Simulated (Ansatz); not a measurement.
# H₄OS₃Zr: up Jacob's ladder to CCSD(T)

An exercise on one series of results from a longer session: the logs are not shown, and one member is left open.

Method: functionals in def2-TZVPP, the program's frozen cores in correlated methods; program: Ansatz 0.2.0, Gaussian basis.

Plan: LDA (SPW92), PBE-D4, revPBE-D4, BLYP-D4, r2SCAN-D4, B97M-V, PBE0-D4, B3LYP-D4, r2SCANh-D4, r2SCAN0-D4, HSE06-D4, BHLYP-D4, CAM-B3LYP-D4, LC-ωPBE, ωB97X-V, ωB97M-V, B2PLYP, PBE-QIDH; CCSD(T)/def2-SVP; CCSD(T)/def2-TZVPP; MP2/def2-QZVPP; extrapolation to the limit; RPA on PBE.

**The relaxed structure**

All runs share one geometry, relaxed beforehand with PBE0-D4 in a triple-zeta def2 set. Zr takes the def2 core potential; no spin-orbit term is included.

SMILES `[OH][Zr]([SH])([SH])[SH]`, 9 atoms, charge 0, spin multiplicity 1.

Atoms are counted from 1 here; the program's logs count them from 0.

Bond lengths: O1–Zr2 1.894 Å, O1–H6 0.954 Å, Zr2–S3 2.438 Å, Zr2–S4 2.435 Å, Zr2–S5 2.445 Å, S3–H7 1.349 Å, S4–H8 1.348 Å, S5–H9 1.348 Å. Angles: Zr2–O1–H6 165.5°, O1–Zr2–S3 114.0°, O1–Zr2–S4 109.0°, O1–Zr2–S5 110.4°, S3–Zr2–S4 106.3°, S3–Zr2–S5 105.8°, S4–Zr2–S5 111.2°, Zr2–S3–H7 90.6°, Zr2–S4–H8 89.8°, Zr2–S5–H9 91.5°.

The first run:

The input, in.yaml:

```yaml
crystal:
  periodic: [false, false, false]
  atoms:
    - {symbol: O, position_ang: [-1.219188, 0.442500, -1.399631]}
    - {symbol: Zr, position_ang: [-0.167767, -0.074031, 0.088619]}
    - {symbol: S, position_ang: [-0.487495, 1.322689, 2.061210]}
    - {symbol: S, position_ang: [-0.780274, -2.337349, 0.746406]}
    - {symbol: S, position_ang: [2.211863, 0.075636, -0.454256]}
    - {symbol: H, position_ang: [-1.828857, 0.870856, -1.995685]}
    - {symbol: H, position_ang: [-0.124311, 2.417976, 1.362421]}
    - {symbol: H, position_ang: [0.423747, -2.485920, 1.335166]}
    - {symbol: H, position_ang: [1.972282, -0.232359, -1.744250]}
basis:
  gaussian: {orbitals: def2-TZVPP}
hamiltonian: {xc: lda}
output: {orbitals: {seedname: orbitals}}
```

Launch:

```bash
ansatz run in.yaml --threads 4 --pin off --events-out ev --progress --plain --max-ram 10444MiB
```

Steps of the session up to this table: LDA; PBE-D4 (GGA); revPBE-D4 (GGA); BLYP-D4 (GGA); r2SCAN-D4 (meta-GGA); B97M-V (meta-GGA); B3LYP-D4 (hybrid); r2SCANh-D4 (hybrid); r2SCAN0-D4 (hybrid); HSE06-D4 (hybrid); BHLYP-D4 (hybrid); CAM-B3LYP-D4 (range-separated); LC-ωPBE (range-separated); ωB97X-V (range-separated); ωB97M-V (range-separated); B2PLYP (double hybrid); PBE-QIDH (double hybrid).

One of the session's tables, all rows but one given; the rest of the session is left out.

It belongs to the step «Frontier levels by functional». 

```
  functional  HOMO (eV)  LUMO (eV)  gap (eV)
 LDA (SPW92)      -6.49      -2.89      3.60
      PBE-D4      -6.35      -2.69      3.66
   revPBE-D4      -6.29      -2.61      3.68
     BLYP-D4      -6.17      -2.54      3.62
   r2SCAN-D4      -6.64      -2.55      4.09
      B97M-V      -6.69      -2.49      4.20
     PBE0-D4      -7.52      -1.89      5.63
    B3LYP-D4      -7.26      -2.08      5.19
  r2SCANh-D4      -7.07      -2.25      4.82
  r2SCAN0-D4      -7.72      -1.80      5.92
    HSE06-D4      -7.13      -2.27      4.86
    BHLYP-D4          ?          ?         ?
CAM-B3LYP-D4      -8.78      -0.80      7.98
     LC-ωPBE     -10.18       0.27     10.45
     ωB97X-V      -9.81       0.20     10.02
     ωB97M-V      -9.64       0.13      9.77
```

Estimate the missing values for BHLYP-D4.

Worked estimate for «HOMO (eV)». Against the share of exact exchange, BLYP-D4 (0, -6.17), B3LYP-D4 (0.2, -7.26) give a slope of -5.45 per unit share; at 0.5 the line stands at -8.89.

As computed: HOMO (eV): -8.53; LUMO (eV): -0.91; gap (eV): 7.62. In «HOMO (eV)» the line misses by -0.36.
